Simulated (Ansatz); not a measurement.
# C2H6BF: the cost of one run

Program: the Python package of Ansatz 0.2.0. Level of theory: r2SCAN/cc-pVDZ. These are calculated values, not measurements.

**1. The structure**

Bond lengths: B1–C2 1.526 Å, C2–C3 1.498 Å, C3–F4 1.443 Å, B1–H5 1.224 Å, B1–H6 1.231 Å, C2–H7 1.115 Å, C2–H8 1.072 Å, C3–H9 1.154 Å, C3–H10 1.112 Å. Angles (14 of 15 angles, heavy atoms first): B1–C2–C3 110.2°, C2–C3–F4 111.9°, B1–C2–H7 109.5°, B1–C2–H8 110.6°, C3–C2–H7 108.4°, C3–C2–H8 108.4°, C2–B1–H5 122.8°, C2–B1–H6 122.8°, C2–C3–H9 113.5°, C2–C3–H10 113.1°, F4–C3–H9 106.7°, F4–C3–H10 103.7°, H7–C2–H8 109.7°, H5–B1–H6 114.5°.

The script holds or builds the structure itself.

**2. The code**

scan.py

```python
import ansatz as az
import matplotlib.pyplot as plt
import numpy as np

BASIS_SET = "cc-pVDZ"
XC = "r2SCAN"

GEOMETRY = """
B    -1.10080    0.59540   -0.65760
C    -0.20830   -0.55540   -0.20030
C     0.93390   -0.03130    0.61420
F     1.83880   -1.08270    1.01240
H    -1.31840    0.83610   -1.83820
H    -1.68920    1.33600    0.13070
H     0.20750   -1.08070   -1.09200
H    -0.76400   -1.24780    0.40070
H     0.60120    0.50350    1.58080
H     1.58240    0.67550    0.05230
"""

molecule = az.Crystal.molecule()
for line in GEOMETRY.strip().splitlines():
    symbol, *xyz = line.split()
    molecule = molecule.atom(symbol, [float(v) for v in xyz])

symbols = [site.symbol for site in molecule.cartesian_sites]
start = np.array([site.position_ang for site in molecule.cartesian_sites])
axis = (start[5] - start[0]) / np.linalg.norm(start[5] - start[0])
moving = [5]
lengths, energies = [1.084, 1.133, 1.182, 1.231, 1.281, 1.33, 1.379, 1.453], []
for length in lengths:
    xyz = start.copy()
    xyz[moving] += (length - np.linalg.norm(start[5] - start[0])) * axis
    point = az.Crystal.molecule()
    for symbol, place in zip(symbols, xyz):
        point = point.atom(symbol, place.tolist())
    setup = (
        point.calculation()
        .basis(gaussian=BASIS_SET)
        .functional(XC)
    )
    r = setup.run().report
    energies.append(r["free_energy_ev"])
    print(f"r = {length:6.3f} A  E = {energies[-1]:.5f} eV  <S^2> = {abs(r['mean_field']['state']['spin_squared']):.3f}")

fit = np.polynomial.Polynomial.fit(lengths, np.array(energies) - min(energies), 4).convert()
roots = [r.real for r in fit.deriv().roots() if abs(r.imag) < 1e-9 and fit.deriv(2)(r.real) > 0]
r_e = min(roots, key=lambda r: abs(r - lengths[int(np.argmin(energies))]))
print(f"minimum of the fit at {r_e:.4f} A, force constant {fit.deriv(2)(r_e):.2f} eV/A^2")
plt.figure(figsize=(4.5, 3))
plt.plot(lengths, np.array(energies) - min(energies), "o-")
plt.xlabel("bond length (A)")
plt.ylabel("E - E(min) (eV)")
plt.tight_layout()
plt.savefig("scan.png", dpi=100)
```

**3. The input behind the calls**

The package turns the script's settings into the engine's input (first run):

```yaml
crystal:
  periodic: [false, false, false]
  atoms:
    - { symbol: B, position_ang: [-1.1008, 0.5954, -0.6576] }
    - { symbol: C, position_ang: [-0.2083, -0.5554, -0.2003] }
    - { symbol: C, position_ang: [0.9339, -0.0313, 0.6142] }
    - { symbol: F, position_ang: [1.8388, -1.0827, 1.0124] }
    - { symbol: H, position_ang: [-1.3184, 0.8361, -1.8382] }
    - { symbol: H, position_ang: [-1.6188064710337027, 1.2473979477354864, 0.036391334323364624] }
    - { symbol: H, position_ang: [0.2075, -1.0807, -1.092] }
    - { symbol: H, position_ang: [-0.764, -1.2478, 0.4007] }
    - { symbol: H, position_ang: [0.6012, 0.5035, 1.5808] }
    - { symbol: H, position_ang: [1.5824, 0.6755, 0.0523] }
basis:
  gaussian:
    orbitals: cc-pVDZ
hamiltonian:
  xc: r2scan
```

**4. Running it**

Run with:

```
> python scan.py
```

What time and memory should one allow on 1 thread of AMD EPYC 7B13 (Zen 3), shared host?

About 22 s, with a peak of 0.24 GiB.
